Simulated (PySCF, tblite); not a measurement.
# Sn₂F₄: geometry, vibrations, single-point energies

Wanted: geometry, vibrations, single-point energies for Sn₂F₄.

Programs: tblite 0.8.0 and PySCF 2.14.0, with routines of our own; each step states its level. All values are computed. Atoms count from 0.

3 further runs of the same task are left out: 3 for a known fault of the program.

## 1. The starting structure

6 atoms, charge 0, multiplicity 1; geometry from: start built from the parent or by distance geometry.

## 2. Optimising the geometry with GFN2-xTB

The job: settings as JSON, then the geometry in Å.

```
{"job": {"kind": "relax", "xc": "GFN2-xTB", "basis": "xTB"}, "charge": 0, "multiplicity": 1}
Sn    -0.043100     0.392300     1.887200
F     -1.944400    -0.136200     2.589500
F      0.498200    -1.297100     0.289600
Sn     0.057900    -0.382600    -1.914300
F      1.931000     0.139200    -2.601100
F     -0.493400     1.288400    -0.294200
```

Run with:

```bash
> OMP_NUM_THREADS=1 python redox_run.py task.json out
```

This one command runs all jobs of the session in turn.

Standard output:

```text
step      E/eV     max force
  0    -637.91275    0.205
  1    -637.91428    0.158
  2    -637.91643    0.062
  3    -637.91655    0.055
  4    -637.91698    0.026
  5    -637.91701    0.026
  6    -637.91709    0.026
  7    -637.91718    0.027
  8    -637.91727    0.023
  9    -637.91730    0.014
 10    -637.91731    0.009
```

Wall time 0.03 s (1 thread of AMD EPYC 9R45, shared host).

Step by step:

```csv
step,energy from step 0 (eV),largest force (eV/Å)
0,0.0000,0.2047
1,-0.0015,0.1575
2,-0.0037,0.0622
3,-0.0038,0.0548
4,-0.0042,0.0263
5,-0.0043,0.0264
6,-0.0043,0.0258
7,-0.0044,0.0269
8,-0.0045,0.0229
9,-0.0045,0.0136
10,-0.0046,0.0091
```

Distances of close pairs at the start and the end, largest changes first:

```csv
bond,before (Å),after (Å),change (Å)
F2–Sn3,2.426,2.388,-0.038
Sn3–F4,2.062,2.079,+0.016
Sn0–F1,2.095,2.078,-0.016
Sn0–F5,2.401,2.389,-0.012
Sn0–F2,2.387,2.393,+0.005
```

The next job starts from the end point, and lists it.

## 3. Harmonic vibrations with GFN2-xTB

The job: settings as JSON, then the geometry in Å.

```
{"job": {"kind": "ir", "xc": "GFN2-xTB", "basis": "xTB"}, "charge": 0, "multiplicity": 1}
Sn    -0.054276     0.397035     1.885702
F     -1.935216    -0.139389     2.588766
F      0.486281    -1.288174     0.275546
Sn     0.057865    -0.399995    -1.899225
F      1.935231     0.146223    -2.604790
F     -0.483630     1.288292    -0.289149
```

Standard output:

```text
mode    cm-1     km/mol
  1      35.8     22.53
  2      49.4     23.03
  3      53.3      0.01
  4      65.4      0.00
  5     103.9      0.00
  6     116.5      0.00
  7     125.5     32.82
  8     225.4    113.01
  9     242.4      0.01
 10     269.1    277.84
 11     395.5      0.06
 12     398.6    193.42
ZPE 12.446  H(298)-E 42.194  G(298)-E -87.079 kJ/mol  S 433.58 J/(mol K)
```

Run time: 0.11 s. Hardware: 1 thread of AMD EPYC 9R45, shared host.

Which atoms move in the most intense modes:

```csv
cm⁻¹,km/mol,atoms
36,22.5,"F1 37 %, F4 36 %, F2 10 %, F5 10 %"
49,23.0,"F1 44 %, F4 44 %"
126,32.8,"F5 36 %, F2 35 %"
225,113.0,"F5 42 %, F2 41 %"
269,277.8,"F2 42 %, F5 41 %"
396,0.1,"F4 44 %, F1 41 %"
399,193.4,"F1 43 %, F4 40 %"
```

## 4. Optimising the geometry at BP86-D3(BJ)/def2-SVP

Settings changed since step 3:

```diff
@@ -1,2 +1,2 @@
-{"job": {"kind": "ir", "xc": "GFN2-xTB", "basis": "xTB"}, "charge": 0, "multiplicity": 1}
+{"job": {"xc": "BP86", "basis": "def2-SVP", "d3": "d3bj", "grid": 1, "kind": "geom"}, "charge": 0, "multiplicity": 1}
 Sn    -0.054276     0.397035     1.885702
```

Standard output:

```text
step   0  E = -828.07464846  max force = 0.027837
step   1  E = -828.09564764  max force = 0.015548
step   2  E = -828.09033401  max force = 0.037868
step   3  E = -828.10620578  max force = 0.009102
step   4  E = -828.11090954  max force = 0.005642
step   5  E = -828.11306886  max force = 0.001210
step   6  E = -828.11308011  max force = 0.001596
step   7  E = -828.11313884  max force = 0.000570
step   8  E = -828.11319092  max force = 0.001147
step   9  E = -828.11329119  max force = 0.001962
step  10  E = -828.11333466  max force = 0.000960
step  11  E = -828.11333874  max force = 0.000673
step  12  E = -828.11333636  max force = 0.000464
step  13  E = -828.11333768  max force = 0.000239
optimisation converged
```

It took 61 s on 1 thread of AMD EPYC 9R45, shared host; peak memory 0.39 GiB.

Step by step: (the energy doesn't fall at every step)

```csv
step,energy from step 0 (eV),largest force component (eV/Å)
0,0.0000,1.4314
1,-0.5714,0.7995
2,-0.4268,1.9473
3,-0.8587,0.4680
4,-0.9867,0.2901
5,-1.0455,0.0622
6,-1.0458,0.0821
7,-1.0474,0.0293
8,-1.0488,0.0590
9,-1.0515,0.1009
10,-1.0527,0.0494
11,-1.0528,0.0346
12,-1.0528,0.0239
13,-1.0528,0.0123
```

Close pairs (by a distance rule), those that changed most:

```csv
bond,before (Å),after (Å),change (Å)
Sn3–F5,2.395,2.175,-0.220
Sn0–F2,2.393,2.175,-0.217
Sn0–F5,2.389,2.177,-0.212
F2–Sn3,2.388,2.177,-0.211
Sn3–F4,2.079,1.976,-0.103
Sn0–F1,2.078,1.976,-0.103
```

The next job starts from the end point, and lists it.

```csv
at the end point,value
point group (found at 0.08 Å tolerance),C2h
"rotational constants (GHz, main isotopes)","2.665, 0.544, 0.512"
dipole moment (D),0.00
```

## 5. Single point (Sn2F4): B3LYP-D3(BJ)/ma-def2-SVP

Geometry: BP86-D3(BJ)/def2-SVP.

The job: settings as JSON, then the geometry in Å.

```
{"job": {"kind": "sp", "xc": "B3LYP", "basis": "ma-def2-SVP", "d3": "d3bj", "grid": 2}, "charge": 0, "multiplicity": 1}
Sn     0.291468     0.443641     1.644286
F     -1.571487    -0.015138     2.116565
F      0.363521    -1.233790     0.261341
Sn    -0.288863    -0.441961    -1.658509
F      1.573922     0.016211    -2.131514
F     -0.362306     1.235030    -0.275318
```

Standard output:

```text
coarse grid: 37256 points
cycle   1  E = -826.6169572414  dE = -4.476e+01  |g| = 2.924e+00  |ddm| = 1.345e+01
cycle   2  E = -827.1039290728  dE = -4.870e-01  |g| = 2.384e+00  |ddm| = 1.257e+01
cycle   3  E = -827.9477103632  dE = -8.438e-01  |g| = 8.313e-01  |ddm| = 3.510e+00
cycle   4  E = -828.0491488544  dE = -1.014e-01  |g| = 3.177e-01  |ddm| = 6.526e-01
cycle   5  E = -828.0665436798  dE = -1.739e-02  |g| = 4.373e-02  |ddm| = 2.749e-01
cycle   6  E = -828.0668687818  dE = -3.251e-04  |g| = 1.497e-02  |ddm| = 3.796e-02
cycle   7  E = -828.0669038310  dE = -3.505e-05  |g| = 2.121e-03  |ddm| = 9.836e-03
cycle   8  E = -828.0669051413  dE = -1.310e-06  |g| = 3.025e-04  |ddm| = 3.794e-03
final grid: 74504 points
cycle   9  E = -828.0665772303  dE = -2.544e-07  |g| = 9.154e-04  |ddm| = 2.458e-03
cycle  10  E = -828.0665767672  dE =  4.631e-07  |g| = 1.872e-03  |ddm| = 1.646e-03
cycle  11  E = -828.0665773763  dE = -6.091e-07  |g| = 4.658e-05  |ddm| = 1.106e-03
cycle  12  E = -828.0665773765  dE = -1.978e-10  |g| = 3.058e-05  |ddm| = 4.348e-05
converged SCF energy = -828.0665773765
```

Run time: 2.8 s. Hardware: 1 thread of AMD EPYC 9R45, shared host; peak memory 0.56 GiB.

## 6. Single point (Sn₂F₄+ (doublet)): B3LYP-D3(BJ)/ma-def2-SVP

Geometry: BP86-D3(BJ)/def2-SVP, that of another charge or spin state.

The job: settings as JSON, then the geometry in Å.

```
{"job": {"kind": "sp", "xc": "B3LYP", "basis": "ma-def2-SVP", "d3": "d3bj", "grid": 2}, "charge": 1, "multiplicity": 2}
Sn     0.291468     0.443641     1.644286
F     -1.571487    -0.015138     2.116565
F      0.363521    -1.233790     0.261341
Sn    -0.288863    -0.441961    -1.658509
F      1.573922     0.016211    -2.131514
F     -0.362306     1.235030    -0.275318
```

Standard output:

```text
final grid: 74504 points
cycle   1  E = -827.6829411602  dE =  5.583e-09  |g| = 9.451e-05  |ddm| = 3.958e-04
converged SCF energy = -827.6829411602
```

Wall time 13 s (1 thread of AMD EPYC 9R45, shared host); peak memory 0.57 GiB.

## 7. Relaxing the molecule with GFN2-xTB

This step treats Sn2F4+ (doublet).

The job: settings as JSON, then the geometry in Å.

```
{"job": {"kind": "relax", "xc": "GFN2-xTB", "basis": "xTB"}, "charge": 1, "multiplicity": 2}
Sn     0.307700     0.437500     1.639000
F     -1.582200    -0.006500     2.093500
F      0.381000    -1.241400     0.264500
Sn    -0.291400    -0.427300    -1.679100
F      1.570700     0.012400    -2.120200
F     -0.373300     1.233300    -0.284100
```

Standard output:

```text
step      E/eV     max force
  0    -621.73675    2.385
  1    -621.92749    1.898
  2    -622.29174    0.602
  3    -622.32699    0.455
  4    -622.35245    0.353
  5    -622.35954    0.332
  6    -622.38311    0.230
  7    -622.39586    0.219
  8    -622.39965    0.224
  9    -622.40680    0.298
 10    -622.41785    0.347
 11    -622.43174    0.324
 12    -622.44477    0.246
 13    -622.45306    0.150
 14    -622.45485    0.133
 15    -622.45923    0.183
 16    -622.46879    0.265
 17    -622.48774    0.399
 18    -622.51582    0.534
 19    -622.55020    0.595
 20    -622.58811    0.495
 21    -622.60774    0.330
 22    -622.61812    0.256
 23    -622.62401    0.146
 24    -622.62497    0.055
 25    -622.62571    0.048
 26    -622.62611    0.041
 27    -622.62632    0.014
 28    -622.62634    0.014
 29    -622.62635    0.012
 30    -622.62636    0.011
 31    -622.62639    0.012
 32    -622.62641    0.009
```

Wall time 0.14 s (1 thread of AMD EPYC 9R45, shared host).

Step by step:

```csv
step,energy from step 0 (eV),largest force (eV/Å)
0,0.0000,2.3846
1,-0.1907,1.8978
2,-0.5550,0.6023
3,-0.5902,0.4550
4,-0.6157,0.3527
5,-0.6228,0.3316
6,-0.6464,0.2301
7,-0.6591,0.2187
8,-0.6629,0.2236
9,-0.6700,0.2979
10,-0.6811,0.3472
11,-0.6950,0.3239
12,-0.7080,0.2458
13,-0.7163,0.1505
14,-0.7181,0.1332
15,-0.7225,0.1832
16,-0.7320,0.2645
17,-0.7510,0.3990
18,-0.7791,0.5336
19,-0.8134,0.5951
20,-0.8514,0.4954
21,-0.8710,0.3296
22,-0.8814,0.2564
23,-0.8873,0.1456
24,-0.8882,0.0549
25,-0.8890,0.0476
26,-0.8894,0.0408
27,-0.8896,0.0136
28,-0.8896,0.0136
29,-0.8896,0.0124
30,-0.8896,0.0114
31,-0.8896,0.0116
32,-0.8897,0.0094
```

Close pairs (by a distance rule), those that changed most:

```csv
bond,before (Å),after (Å),change (Å)
Sn3–F5,2.170,2.465,+0.295
Sn0–F2,2.171,2.466,+0.295
Sn0–F5,2.190,2.462,+0.273
F2–Sn3,2.212,2.461,+0.250
Sn3–F4,1.963,2.135,+0.172
Sn0–F1,1.994,2.133,+0.139
```

The end geometry stands in the next job.

## 8. Vibrational analysis with GFN2-xTB

The job: settings as JSON, then the geometry in Å.

```
{"job": {"kind": "ir", "xc": "GFN2-xTB", "basis": "xTB"}, "charge": 1, "multiplicity": 2}
Sn    -0.169097     0.396555     2.043593
F     -1.931660     0.116981     3.212026
F      0.355428    -1.214173     0.252032
Sn     0.178531    -0.391588    -2.061094
F      1.922874    -0.119955    -3.262381
F     -0.343576     1.220152    -0.270474
```

Standard output:

```text
mode    cm-1     km/mol
  1      16.8     11.37
  2      24.4     18.01
  3      31.0      0.01
  4      37.3      0.00
  5      87.5      0.00
  6      97.0      0.00
  7     110.0     44.69
  8     135.7      7.45
  9     157.4     30.67
 10     243.6      0.00
 11     324.7      0.99
 12     328.4     44.00
ZPE 9.533  H(298)-E 41.290  G(298)-E -96.331 kJ/mol  S 461.58 J/(mol K)
```

Wall time 0.12 s (1 thread of AMD EPYC 9R45, shared host).

The strongest bands and the atoms that carry them (share of the mass-weighted mode):

```csv
cm⁻¹,km/mol,atoms
17,11.4,"F1 43 %, F4 43 %"
24,18.0,"F4 44 %, F1 43 %"
110,44.7,"F5 42 %, F2 42 %"
136,7.5,"F2 42 %, F5 42 %"
157,30.7,"F5 42 %, F2 42 %"
325,1.0,"F4 56 %, F1 30 %"
328,44.0,"F1 55 %, F4 29 %"
```

## 9. Optimising the geometry at BP86-D3(BJ)/def2-SVP

This step treats Sn2F4+ (doublet).

The job: settings as JSON, then the geometry in Å.

```
{"job": {"xc": "BP86", "basis": "def2-SVP", "d3": "d3bj", "grid": 1, "kind": "geom"}, "charge": 1, "multiplicity": 2}
Sn     0.291468     0.443641     1.644286
F     -1.571487    -0.015138     2.116565
F      0.363521    -1.233790     0.261341
Sn    -0.288863    -0.441961    -1.658509
F      1.573922     0.016211    -2.131514
F     -0.362306     1.235030    -0.275318
```

Standard output:

```text
step   0  E = -827.75544219  max force = 0.011445
step   1  E = -827.75509430  max force = 0.020924
step   2  E = -827.75676983  max force = 0.007836
step   3  E = -827.75720287  max force = 0.001125
step   4  E = -827.75725059  max force = 0.001276
step   5  E = -827.75722123  max force = 0.001659
step   6  E = -827.75721072  max force = 0.000608
step   7  E = -827.75721219  max force = 0.000366
step   8  E = -827.75721210  max force = 0.000238
optimisation converged
```

Run time: 49 s. Hardware: 1 thread of AMD EPYC 9R45, shared host; peak memory 0.4 GiB.

Step by step: (the energy doesn't fall at every step)

```csv
step,energy from step 0 (eV),largest force component (eV/Å)
0,0.0000,0.5885
1,0.0095,1.0760
2,-0.0361,0.4029
3,-0.0479,0.0578
4,-0.0492,0.0656
5,-0.0484,0.0853
6,-0.0481,0.0313
7,-0.0482,0.0188
8,-0.0482,0.0122
```

Distances of close pairs at the start and the end, largest changes first:

```csv
bond,before (Å),after (Å),change (Å)
Sn0–F1,1.976,1.952,-0.024
Sn3–F4,1.976,1.952,-0.024
Sn0–F5,2.177,2.155,-0.022
F2–Sn3,2.177,2.155,-0.021
Sn0–F2,2.175,2.155,-0.020
Sn3–F5,2.175,2.156,-0.019
```

The end geometry stands in the next job.

```csv
at the end point,value
point group (found at 0.08 Å tolerance),C2h
"rotational constants (GHz, main isotopes)","2.868, 0.524, 0.496"
⟨S²⟩,0.752
```

## 10. Single point (Sn₂F₄): B3LYP-D3(BJ)/ma-def2-SVP

Geometry: BP86-D3(BJ)/def2-SVP, that of another charge or spin state.

The job: settings as JSON, then the geometry in Å.

```
{"job": {"kind": "sp", "xc": "B3LYP", "basis": "ma-def2-SVP", "d3": "d3bj", "grid": 2}, "charge": 0, "multiplicity": 1}
Sn     0.155001     0.374563     1.690000
F     -1.671430    -0.101893     2.185598
F      0.366745    -1.188949     0.221543
Sn    -0.152956    -0.373253    -1.704589
F      1.673573     0.103197    -2.199828
F     -0.364702     1.190319    -0.235861
```

Standard output:

```text
coarse grid: 37256 points
cycle   1  E = -826.5954543776  dE = -4.472e+01  |g| = 2.941e+00  |ddm| = 1.344e+01
cycle   2  E = -827.0340039970  dE = -4.385e-01  |g| = 2.455e+00  |ddm| = 1.260e+01
cycle   3  E = -827.9268894058  dE = -8.929e-01  |g| = 8.902e-01  |ddm| = 3.560e+00
cycle   4  E = -828.0467269246  dE = -1.198e-01  |g| = 3.087e-01  |ddm| = 6.887e-01
cycle   5  E = -828.0628967341  dE = -1.617e-02  |g| = 5.741e-02  |ddm| = 2.868e-01
cycle   6  E = -828.0634698575  dE = -5.731e-04  |g| = 1.294e-02  |ddm| = 4.326e-02
cycle   7  E = -828.0634960123  dE = -2.615e-05  |g| = 2.004e-03  |ddm| = 1.026e-02
cycle   8  E = -828.0634971900  dE = -1.178e-06  |g| = 3.209e-04  |ddm| = 3.753e-03
final grid: 74504 points
cycle   9  E = -828.0634177236  dE = -1.124e-07  |g| = 9.561e-04  |ddm| = 1.838e-03
cycle  10  E = -828.0634172108  dE =  5.127e-07  |g| = 1.967e-03  |ddm| = 1.752e-03
cycle  11  E = -828.0634178850  dE = -6.742e-07  |g| = 3.844e-05  |ddm| = 1.166e-03
cycle  12  E = -828.0634178852  dE = -1.819e-10  |g| = 2.193e-05  |ddm| = 4.081e-05
converged SCF energy = -828.0634178852
```

Wall time 2.8 s (1 thread of AMD EPYC 9R45, shared host); peak memory 0.56 GiB.

## 11. Single point (Sn₂F₄+ (doublet), [F][Sn]1[F+][Sn-]([F])[F+]1): B3LYP-D3(BJ)/ma-def2-SVP

Geometry: BP86-D3(BJ)/def2-SVP.

The job: settings as JSON, then the geometry in Å.

```
{"job": {"kind": "sp", "xc": "B3LYP", "basis": "ma-def2-SVP", "d3": "d3bj", "grid": 2}, "charge": 1, "multiplicity": 2}
Sn     0.155001     0.374563     1.690000
F     -1.671430    -0.101893     2.185598
F      0.366745    -1.188949     0.221543
Sn    -0.152956    -0.373253    -1.704589
F      1.673573     0.103197    -2.199828
F     -0.364702     1.190319    -0.235861
```

Standard output:

```text
final grid: 74504 points
cycle   1  E = -827.6851294069  dE =  4.720e-09  |g| = 8.605e-05  |ddm| = 4.009e-04
converged SCF energy = -827.6851294069
```

Wall time 12 s (1 thread of AMD EPYC 9R45, shared host); peak memory 0.58 GiB.

## 12. Summary of results

| quantity | value |
| --- | --- |
| strongest single infrared mode (GFN2-xTB) | 269 cm⁻¹, 278 km/mol |
| zero-point energy (GFN2-xTB) | 3.0 kcal/mol |
| point group | C2h |
| rotational constants (main isotopes) | 2.66, 0.54, 0.51 GHz |

What this shows: All 12 modes are real, so the xTB geometry is a minimum. The strongest single mode, at 269 cm⁻¹, moves mainly F2 and F5. Unscaled tight-binding wavenumbers are off by several per cent, some by more. Its intensities can rank the bands wrongly. The optimisation took 13 steps and gained 1.053 eV; among the close pairs (by a distance rule), Sn3–F5 changed most, from 2.395 to 2.175 Å (BP86/def2-SVP). Steps that list no spin-orbit terms leave them out, which matters at and beside the heavy atoms.
